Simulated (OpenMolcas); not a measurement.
**Cu²⁺ in CsCaF3: CASSCF and CASPT2 levels and susceptibility**

Aim: the ligand-field states of Cu²⁺ in this surrounding, its lowest levels with spin-orbit coupling and its magnetic susceptibility.

The numbers are computed with OpenMolcas 26.06 (state-averaged CASSCF and CASPT2, spin-orbit coupling by RASSI with atomic mean-field integrals), except any that are marked as measured or tabulated.

### Step 1. Starting point

| Item | Value |
| --- | --- |
| Species | Cu²⁺ (copper, Z = 29, 27 electrons) |
| Basis | ANO-RCC-VDZP [5s4p2d1f], 142 functions with the ligands |
| Scalar Hamiltonian | DKH2, point nucleus |
| Inactive shells | 1s 2s 2p 3s 3p of the metal, and all ligand shells |
| Active space | 9 electrons in 5 orbitals (3d) |
| Some configurations of this space | 3d9 |
| Orbitals | optimised for each spin and parity, averaged over all roots |

Outer shells as boxes (Hund's rule):

3d9
```
3d [↑↓][↑↓][↑↓][↑↓][↑ ]
```

Cu²⁺ is taken with its 6 nearest fluoride ions at 2.071 Å, on the cation site of CsCaF3 (a = 4.526 Å). The rest of the host is ab initio model potentials to 7.6 Å, with orthogonalisation functions on the cations behind the ligands, and point charges beyond; the distance is set by hand, nothing relaxes, and no local charge compensation is placed. Ligand basis ANO-RCC-VDZP.

```xyz
15

Cu    0.0000    0.0000    0.0000
F     2.0710    0.0000    0.0000
F     0.0000    2.0710    0.0000
F    -2.0710    0.0000    0.0000
F     0.0000   -2.0710    0.0000
F     0.0000    0.0000    2.0710
F     0.0000    0.0000   -2.0710
Cs    2.2630   -2.2630   -2.2630
Cs   -2.2630    2.2630    2.2630
Cs    2.2630   -2.2630    2.2630
Cs   -2.2630    2.2630   -2.2630
Cs    2.2630    2.2630   -2.2630
Cs   -2.2630   -2.2630    2.2630
Cs    2.2630    2.2630    2.2630
Cs   -2.2630   -2.2630   -2.2630
```

The work runs as a chain of OpenMolcas steps in one folder; each step below is one input file. Labels, J, g values, rates, χT and fits are worked out afterwards by a script from the matrices that RASSI stores.

### Step 2. One- and two-electron integrals

a.inp

```
&GATEWAY
Basis set
Cu.ANO-RCC-VDZP.
Cu1 0.0 0.0 0.0 Angstrom
End of basis
Basis set
F.ANO-RCC-VDZP.
L1 2.071000 0.000000 0.000000 Angstrom
L2 0.000000 2.071000 0.000000 Angstrom
L3 0.000000 0.000000 2.071000 Angstrom
End of basis
Basis set
Ca.EMB-AIMP.Lopez-Moraza.10s7p.1s1p.ECP.CsCaF3.
PseudoCharge
* 3 symmetry-unique lattice sites within 7.6 angstrom
End of basis
Basis set
Cs.EMB-AIMP.Lopez-Moraza.0s.0s.ECP.CsCaF3.
PseudoCharge
* 16 symmetry-unique lattice sites within 7.6 angstrom
End of basis
Basis set
Ca.EMB-AIMP.Lopez-Moraza.0s.0s.ECP.CsCaF3.
PseudoCharge
* 6 symmetry-unique lattice sites within 7.6 angstrom
End of basis
Basis set
F.EMB-AIMP.Lopez-Moraza.0s.0s.ECP.CsCaF3.
PseudoCharge
* 27 symmetry-unique lattice sites within 7.6 angstrom
End of basis
Symmetry
XYZ
AngMom=0.0 0.0 0.0
AMFI
RICD
XField
1537 Angstrom 0
* Evjen-weighted lattice charges
&SEWARD
```

Launch:

```console
OMP_NUM_THREADS=1 MOLCAS_MEM=2457 MOLCAS_PROJECT=a pymolcas a.inp > a.log
```

### Step 3. Reference wave functions, doublets, 5 roots

a.inp

```
&RASSCF
FileOrb=start.orb
Symmetry=1
Spin=2
nActEl=9 0 0
Inactive=18 21
Ras2=5 0
CIRoot=5 5 1
SDav=5
CIMx=300
Iter=150 100
PrWF=0.3
OrbListing=Nothing
MaxOrb=0
LevShft=1.0
>>> COPY $Project.JobIph JOB001
```

start.orb holds start orbitals that the driver prepared beforehand, or those of the step before.

### Step 4. RASSI: spin-orbit coupling between the states

a.inp

```
&RASSI
NrOfJobIphs=1 5
1 2 3 4 5
IphNames
JOB001
EJob
SpinOrbit
DIPRint=1.0
SOCoupling=1000.0
Subsets=2
Property=9
'ANGMOM' 1 'ANGMOM' 2 'ANGMOM' 3 'MLTPL  1' 1 'MLTPL  1' 2 'MLTPL  1' 3
'AMFI' 1 'AMFI' 2 'AMFI' 3
SOProperty=3
'ANGMOM' 1 'ANGMOM' 2 'ANGMOM' 3
```

### Step 5. CASPT2: IPEA 0.25, imaginary shift 0.1 (closed shells correlated: 3s 3p of the metal, with ligand shells; the Frozen line counts the rest)

a.inp

```
>>> COPY JOB001 $Project.JobIph
&CASPT2
Multistate=5 1 2 3 4 5
NoMult
Frozen=5 6
IPEA=0.25
Imaginary=0.1
MaxIter=60
WThr=0.0 0.3 0.05
PrWF=0.5
NoMix
```

(Steps that only read results are left out.)

Before running it: what results should come out? Wanted: spin-free ground state; first state of the same spin within the active space; lowest level; next level.

The runs gave:

| quantity | value |
| --- | --- |
| method | SS-CASPT2, IPEA 0.25, imaginary shift 0.1 (closed shells correlated: 3s 3p of the metal, with ligand shells; the Frozen line counts the rest) |
| spin-free ground state | 2E, 2-fold in its orbital part |
| first state of the same spin within the active space | 2T2 at 6510 cm⁻¹ |
| lowest level | 4-fold Γ8 |
| next level | 5834.7 cm⁻¹ |
| χT at 300 K | 0.60 cm³ K/mol |
| effective moment at 300 K | 2.19 μB |

Cost by method:

| method | time of its own steps | time with the reference |
| --- | --- | --- |
| A. CASSCF | 4.5 s | 4.5 s |
| B. SS-CASPT2, IPEA 0.25, imaginary shift 0.1, +3s 3p | 12 s | 16 s |

Times are of one thread on a shared host.

What this shows: The spin-free ground state (2E) comes to 100 % from free-ion D terms and keeps the highest spin of the shell. χT at 300 K is 0.60, against 0.38 cm³ K/mol for the spin alone, so orbital moment adds to it. A ligand-field fit to the states below 45000 cm-1 gives 10Dq = 6512 cm-1, the gap between the two states. An orbital doublet at a regular site is open to a Jahn-Teller distortion, which this geometry leaves out. With one d shell, CASPT2 may overshoot the field of a late 3d ion.
